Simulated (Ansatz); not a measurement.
# HoF2: the cost of one run

Computed with Ansatz 0.2.0 (DFT PBE, scalar-relativistic, plane waves, PAW; 4f electrons in the core of a trivalent norm-conserving potential, unless a step's input says otherwise).

1 further run of the same task is left out (set aside as unsound or not needed).

## (1) The starting structure

It takes space group P4_2/nmc (No. 137, tetragonal). The conventional cell has a = 3.991 Å, b = 3.991 Å, c = 5.745 Å, α = 90.00°, β = 90.00°, γ = 90.00°. Ho (site symmetry -4m2) is surrounded by 8 F at 2.31 to 2.63 Å. Around F (site symmetry 2mm) lie 4 Ho at 2.31 to 2.63 Å.

As a file:

```xyz
6
Lattice="3.9906 0.0000 0.0000 0.0000 3.9906 0.0000 0.0000 0.0000 5.7449" Properties=species:S:1:pos:R:3 pbc="T T T"
Ho    0.0000    0.0000    0.0000
Ho    1.9953    1.9953    2.8725
F     0.0000    1.9953    1.1662
F     0.0000    1.9953    4.0387
F     1.9953    0.0000    1.7062
F     1.9953    0.0000    4.5787
```

The cell is invented: species swapped into a database cell of ZrO2 (P4_2/nmc, No. 137), with Ho on the Zr sites and F on the O sites. Lengths come from tabulated atomic sizes and are only a guess.

## (2) The guess as it stands, on a coarse mesh

input.yaml reads:

```yaml
crystal:
  lattice:
    - [3.99058717, 0.0, 0.0]
    - [0.0, 3.99058717, 0.0]
    - [0.0, 0.0, 5.74490961]
  atoms:
    - { symbol: Ho, position: [0.0, 0.0, 0.0] }
    - { symbol: Ho, position: [0.5, 0.5, 0.5] }
    - { symbol: F, position: [0.0, 0.5, 0.20299999] }
    - { symbol: F, position: [0.0, 0.5, 0.70299999] }
    - { symbol: F, position: [0.5, 0.0, 0.29700001] }
    - { symbol: F, position: [0.5, 0.0, 0.79700001] }
basis:
  ecutwfc: 690
kpoints:
  mp_grid: { grid: [4, 4, 4] }
hamiltonian:
  xc: pbe
  pseudopotentials:
    kind: paw
    azcp: { Ho: "pseudopotentials/pbe/nc/lanthanide_3plus/Ho.nc.azcp" }
scf:
  occupations: { method: gaussian, width: 0.1 }
  lower_state_search: "off"
output:
  forces: true
  stress: true
  eigenvalues: true
```

Started as:

```console
ansatz run input.yaml --threads 1 --pin off --max-ram 2560MiB --backend cpu --events-out ev --progress --plain --runs-dir out
```

**Question.** How long does this run take on 1 thread of Arm Neoverse V1, shared host, and how much memory does it need?

About 8.9 s, with a peak of 0.37 GiB.
